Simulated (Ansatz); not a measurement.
**CH₃NOSSi: a ladder of functionals and wavefunction methods**

An exercise on one series of results from a longer session: the logs are not shown, and one member is left open.

Method: functionals in def2-TZVPP, the program's frozen cores in correlated methods; program: Ansatz 0.2.0, Gaussian basis.

Levels to be run: LDA (SPW92), PBE-D4, revPBE-D4, BLYP-D4, r2SCAN-D4, B97M-V, PBE0-D4, B3LYP-D4, r2SCANh-D4, r2SCAN0-D4, HSE06-D4, BHLYP-D4, CAM-B3LYP-D4, LC-ωPBE, ωB97X-V, ωB97M-V, B2PLYP, PBE-QIDH; CCSD(T)/def2-SVP; CCSD(T)/def2-TZVPP; MP2/def2-QZVPP; extrapolation to the limit; RPA on PBE.

**The relaxed structure**

An earlier PBE0-D4 in a triple-zeta def2 set relaxation fixed the geometry.

SMILES `N=C1S[SiH]1O`, 8 atoms, charge 0, spin multiplicity 1.

Atoms are counted from 1 here; the program's logs count them from 0.

Bond lengths: N1–C2 1.252 Å, N1–H6 1.020 Å, C2–S3 1.831 Å, C2–Si4 1.825 Å, S3–Si4 2.100 Å, Si4–O5 1.628 Å, Si4–H7 1.472 Å, O5–H8 0.960 Å. Angles: C2–N1–H6 110.6°, N1–C2–S3 127.6°, N1–C2–Si4 162.3°, S3–C2–Si4 70.1°, C2–S3–Si4 54.8°, C2–Si4–S3 55.1°, C2–Si4–O5 124.0°, C2–Si4–H7 122.3°, S3–Si4–O5 121.8°, S3–Si4–H7 120.6°, O5–Si4–H7 106.1°, Si4–O5–H8 117.8°.

Set-up of the first run:

The input, in.yaml:

```yaml
crystal:
  periodic: [false, false, false]
  atoms:
    - {symbol: N, position_ang: [0.190863, 1.673758, 1.393294]}
    - {symbol: C, position_ang: [0.219834, 0.565647, 0.811552]}
    - {symbol: S, position_ang: [-0.007878, -1.092762, 1.554459]}
    - {symbol: Si, position_ang: [0.323030, -0.715292, -0.484637]}
    - {symbol: O, position_ang: [-0.831642, -0.972784, -1.603435]}
    - {symbol: H, position_ang: [0.347304, 2.431877, 0.729125]}
    - {symbol: H, position_ang: [1.597601, -1.091483, -1.118195]}
    - {symbol: H, position_ang: [-1.746812, -0.855962, -1.337863]}
basis:
  gaussian: {orbitals: def2-TZVPP}
hamiltonian: {xc: lda}
output: {orbitals: {seedname: orbitals}}
```

Command:

```bash
ansatz run in.yaml --threads 2 --pin off --events-out ev --progress --plain --max-ram 4352MiB
```

Steps of the session up to this table: LDA; PBE-D4 (GGA); revPBE-D4 (GGA); BLYP-D4 (GGA); r2SCAN-D4 (meta-GGA); B97M-V (meta-GGA); B3LYP-D4 (hybrid); r2SCANh-D4 (hybrid); r2SCAN0-D4 (hybrid); HSE06-D4 (hybrid); BHLYP-D4 (hybrid); CAM-B3LYP-D4 (range-separated); LC-ωPBE (range-separated); ωB97X-V (range-separated); ωB97M-V (range-separated); B2PLYP (double hybrid); PBE-QIDH (double hybrid).

One table of the session follows, with a row left open; its other results are not shown here.

| functional | HOMO (eV) | gap (eV) |
| --- | --- | --- |
| LDA (SPW92) | -5.86 | 3.51 |
| PBE-D4 | -5.73 | 3.61 |
| revPBE-D4 | -5.67 | 3.64 |
| BLYP-D4 | -5.60 | 3.65 |
| r2SCAN-D4 | -5.98 | 4.00 |
| B97M-V | ? | ? |
| PBE0-D4 | -7.01 | 5.80 |
| B3LYP-D4 | -6.79 | 5.41 |
| r2SCANh-D4 | -6.46 | 4.82 |
| r2SCAN0-D4 | -7.17 | 6.05 |
| HSE06-D4 | -6.61 | 5.03 |
| BHLYP-D4 | -8.19 | 8.06 |
| CAM-B3LYP-D4 | -8.32 | 8.27 |
| LC-ωPBE | -9.60 | 10.65 |
| ωB97X-V | -9.28 | 10.28 |
| ωB97M-V | -9.14 | 10.03 |

**Question.** Estimate the row for B97M-V.

The run gave: HOMO (eV): -6.08; gap (eV): 4.17. In the column «HOMO (eV)» it lies between r2SCANh-D4 (-6.46) and r2SCAN-D4 (-5.98).
